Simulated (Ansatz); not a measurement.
# SrBiSb2Br: the cost of one run

Program: Ansatz 0.2.0. Level of theory: reference: DFT PBE, plane waves, PAW, scalar-relativistic, no spin polarisation. These are calculated values, not measurements.

## (1) Starting point

Symmetry: Cmcm, No. 63, orthorhombic system. The conventional cell has a = 6.307 Å, b = 14.536 Å, c = 6.161 Å, α = 90.00°, β = 90.00°, γ = 90.00°. Around Br (site symmetry m2m) lie 4 Sr at 3.77 to 3.92 Å and 4 Bi at 4.01 to 4.06 Å and 8 Sb at 4.19 to 4.31 Å. Sb (site symmetry 2) has 2 Bi at 2.44 Å and 2 Sr at 2.61 Å as nearest neighbours. Around Sr (site symmetry m2m) lie 4 Sb at 2.61 Å and 2 Br at 3.77 Å. Around Bi (site symmetry m2m) lie 4 Sb at 2.44 Å.

Coordinates:

```cif
data_structure
_symmetry_space_group_name_H-M 'Cmcm'
_symmetry_Int_Tables_number 63
_cell_length_a 6.3068
_cell_length_b 14.5358
_cell_length_c 6.1607
_cell_angle_alpha 90.000
_cell_angle_beta 90.000
_cell_angle_gamma 90.000
_cell_volume 564.78
loop_
_atom_site_label
_atom_site_type_symbol
_atom_site_symmetry_multiplicity
_atom_site_Wyckoff_symbol
_atom_site_fract_x
_atom_site_fract_y
_atom_site_fract_z
_atom_site_occupancy
Br1 Br 4 c 0.00000 0.74450 0.25000 1
Sb1 Sb 8 e 0.24700 0.00000 0.00000 1
Sr1 Sr 4 c 0.50000 0.90500 0.25000 1
Bi1 Bi 4 c 0.50000 0.57390 0.25000 1
```

## (2) Reference

Contents of input.yaml:

```yaml
crystal:
  lattice:
    - [6.306782, 0.0, 0.0]
    - [3.153391, -7.267894, 0.0]
    - [0.0, 0.0, -6.160719]
  atoms:
    - { symbol: Br, position: [0.7445, 0.511, 0.75] }
    - { symbol: Br, position: [0.2555, 0.489, 0.25] }
    - { symbol: Sb, position: [0.247, 0.0, 0.0] }
    - { symbol: Sb, position: [0.753, 0.0, 0.5] }
    - { symbol: Sb, position: [0.753, 0.0, 0.0] }
    - { symbol: Sb, position: [0.247, 0.0, 0.5] }
    - { symbol: Sr, position: [0.405, 0.19, 0.75] }
    - { symbol: Sr, position: [0.595, 0.81, 0.25] }
    - { symbol: Bi, position: [0.0739, 0.8522, 0.75] }
    - { symbol: Bi, position: [0.9261, 0.1478, 0.25] }
  symmetry: { tolerance: 0.0003 }
kpoints:
  mp_grid: { grid: [3, 3, 3], shift: [0, 0, 0] }
magnetization:
  spin_polarized: false
scf:
  occupations: { method: cold, width: 0.0156 }
hamiltonian:
  pseudopotentials: { kind: paw }
  xc: pbe
basis:
  ecutwfc: 420
output:
  forces: true
  stress: true
  eigenvalues: true
```

The run is started by

```console
ansatz run input.yaml --threads 1 --pin off --max-ram 2560MiB --backend cpu --events-out ev --progress --plain --runs-dir out
```

What time and memory should one allow on 1 thread of an Arm CPU, shared host?

About 22 s, with a peak of 0.58 GiB.
